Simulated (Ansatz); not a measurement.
**SiH₄Se₂: up Jacob's ladder to CCSD(T)**

The task here is to estimate one member of a computed series from the others.

Method: functionals in def2-TZVPP, the program's frozen cores in correlated methods; program: Ansatz 0.2.0, Gaussian basis.

The runs, in order: LDA (SPW92), PBE-D4, revPBE-D4, BLYP-D4, r2SCAN-D4, B97M-V, PBE0-D4, B3LYP-D4, r2SCANh-D4, r2SCAN0-D4, HSE06-D4, BHLYP-D4, CAM-B3LYP-D4, LC-ωPBE, ωB97X-V, ωB97M-V, B2PLYP, PBE-QIDH; CCSD(T)/def2-SVP; CCSD(T)/def2-TZVPP; MP2/def2-QZVPP; extrapolation to the limit; RPA on PBE.

## The relaxed structure

The geometry comes from an earlier relaxation with PBE0-D4 in a triple-zeta def2 set; it is a stationary point, not always the lowest conformer.

SMILES `[SeH][SiH2][SeH]`, 7 atoms, charge 0, spin multiplicity 1.

Atoms are counted from 1 here; the program's logs count them from 0.

Bond lengths: Se1–Si2 2.274 Å, Se1–H4 1.469 Å, Si2–Se3 2.274 Å, Si2–H5 1.483 Å, Si2–H6 1.483 Å, Se3–H7 1.469 Å. Angles: Si2–Se1–H4 92.9°, Se1–Si2–Se3 114.3°, Se1–Si2–H5 112.6°, Se1–Si2–H6 103.5°, Se3–Si2–H5 103.5°, Se3–Si2–H6 112.6°, H5–Si2–H6 110.5°, Si2–Se3–H7 92.9°.

Set-up of the first run:

Contents of in.yaml:

```yaml
crystal:
  periodic: [false, false, false]
  atoms:
    - {symbol: Se, position_ang: [-1.925444, -0.265633, 0.386956]}
    - {symbol: Si, position_ang: [0.142746, 0.639762, 0.117253]}
    - {symbol: Se, position_ang: [1.721180, -0.828911, -0.604861]}
    - {symbol: H, position_ang: [-1.971673, -0.761172, -0.994971]}
    - {symbol: H, position_ang: [0.166389, 1.708017, -0.910452]}
    - {symbol: H, position_ang: [0.454611, 1.197793, 1.454880]}
    - {symbol: H, position_ang: [1.473391, -1.757956, 0.505495]}
basis:
  gaussian: {orbitals: def2-TZVPP}
hamiltonian: {xc: lda}
output: {orbitals: {seedname: orbitals}}
```

Launch:

```console
ansatz run in.yaml --threads 4 --pin off --events-out ev --progress --plain --max-ram 10444MiB
```

Steps of the session up to this table: LDA; PBE-D4 (GGA); revPBE-D4 (GGA); BLYP-D4 (GGA); r2SCAN-D4 (meta-GGA); B97M-V (meta-GGA); PBE0-D4 (hybrid); B3LYP-D4 (hybrid); r2SCANh-D4 (hybrid); r2SCAN0-D4 (hybrid); HSE06-D4 (hybrid); BHLYP-D4 (hybrid); CAM-B3LYP-D4 (range-separated); LC-ωPBE (range-separated); ωB97X-V (range-separated); ωB97M-V (range-separated); B2PLYP (double hybrid); PBE-QIDH (double hybrid).

One table of the session follows, with a row left open; its other results are not shown here.

```
  functional  HOMO (eV)  gap (eV)
 LDA (SPW92)      -6.06      4.41
      PBE-D4      -5.92      4.46
   revPBE-D4      -5.88      4.49
     BLYP-D4      -5.75      4.39
   r2SCAN-D4      -6.20      4.98
      B97M-V      -6.28      5.01
     PBE0-D4      -7.04      6.42
    B3LYP-D4      -6.81      5.95
  r2SCANh-D4      -6.61      5.69
  r2SCAN0-D4      -7.23      6.74
    HSE06-D4      -6.65      5.65
    BHLYP-D4      -8.00      8.28
CAM-B3LYP-D4      -8.29      8.69
     LC-ωPBE          ?         ?
     ωB97X-V      -9.29     10.73
     ωB97M-V      -9.15     10.37
```

Q: Estimate the row for LC-ωPBE from the others.

The run gave: HOMO (eV): -9.63; gap (eV): 11.18. In the column «HOMO (eV)» it is the lowest.

To keep in mind: All levels share the lack of spin-orbit coupling, which lowers the free heavy atoms and so the true binding.
